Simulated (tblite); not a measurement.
# C7H19Cl3F2GeSi4: the cost of one run

Computed with tblite 0.8.0 (tight binding) and PySCF 2.14.0 (DFT, with response routines of our own); each step states its level. Atoms count from 0 throughout.

### Step 1. The molecule as given

36 atoms, charge 0, multiplicity 1; geometry from: UFF geometry.

Bonds of the start (Å): C0–C1 1.34, C0–H17 1.09, C0–H18 1.08, C13–H30 1.11, C13–H31 1.11, C13–Si14 1.87, C15–H33 1.10, C15–H34 1.13, C15–H35 1.10, C1–H19 1.08, C1–Si2 1.84, C4–Ge5 1.94, C4–H21 1.10, C4–H22 1.11, C6–H25 1.11, C6–H26 1.11, C6–Si7 1.87, C9–H28 1.10, C9–H29 1.11, C9–Si10 1.87, Ge5–C6 1.96, Ge5–H23 1.55, Ge5–H24 1.55, Si10–C13 1.87 and more.

### Step 2. GFN2-xTB relaxation, conformer 1

Job settings and geometry (Å):

```
{"job": {"xc": "GFN2-xTB", "basis": "xTB", "kind": "relax"}, "charge": 0, "multiplicity": 1}
C     -4.898500     1.025000     2.143700
C     -5.451900     0.719400     0.956800
Si    -4.495700     0.917100    -0.607600
Cl    -5.854600     0.891400    -2.219200
C     -3.272000    -0.469100    -0.842100
Ge    -1.874700    -0.408700     0.498900
C     -0.949400     1.315200     0.538000
Si    -0.051700     1.665300    -1.066700
Cl    -1.418200     2.158500    -2.575700
C      0.983700     0.215600    -1.637300
Si     2.341600    -0.149000    -0.409500
F      3.273200     1.236000    -0.176400
F      1.668900    -0.627300     1.072800
C      3.417000    -1.524800    -1.087000
Si     4.670000    -2.061400     0.187000
C      5.918300    -0.714600     0.510600
Cl     5.673500    -3.758800    -0.532700
H     -5.488200     0.906200     3.054200
H     -3.895100     1.415400     2.219900
H     -6.468000     0.366700     0.927100
H     -3.827500     2.229500    -0.604800
H     -3.801200    -1.437000    -0.780200
H     -2.804100    -0.371600    -1.841400
H     -2.494700    -0.692500     1.893400
H     -0.852100    -1.538900     0.226700
H     -1.693000     2.119100     0.742600
H     -0.207400     1.304400     1.366900
H      0.821000     2.821600    -0.860000
H      0.353100    -0.680300    -1.777000
H      1.453900     0.476000    -2.608200
H      3.940700    -1.172300    -1.998600
H      2.762400    -2.384700    -1.339600
H      3.993400    -2.414100     1.441800
H      5.425700     0.146500     0.988700
H      6.372000    -0.393100    -0.468400
H      6.719100    -1.094300     1.165600
```

The run is started by

```
OMP_NUM_THREADS=1 python ens_run.py task.json out
```

This one command runs the whole study; its stages follow in the order run.

**Question.** How long does this first job take on 1 thread of Arm Neoverse V2, shared host?

About 7.2 s.
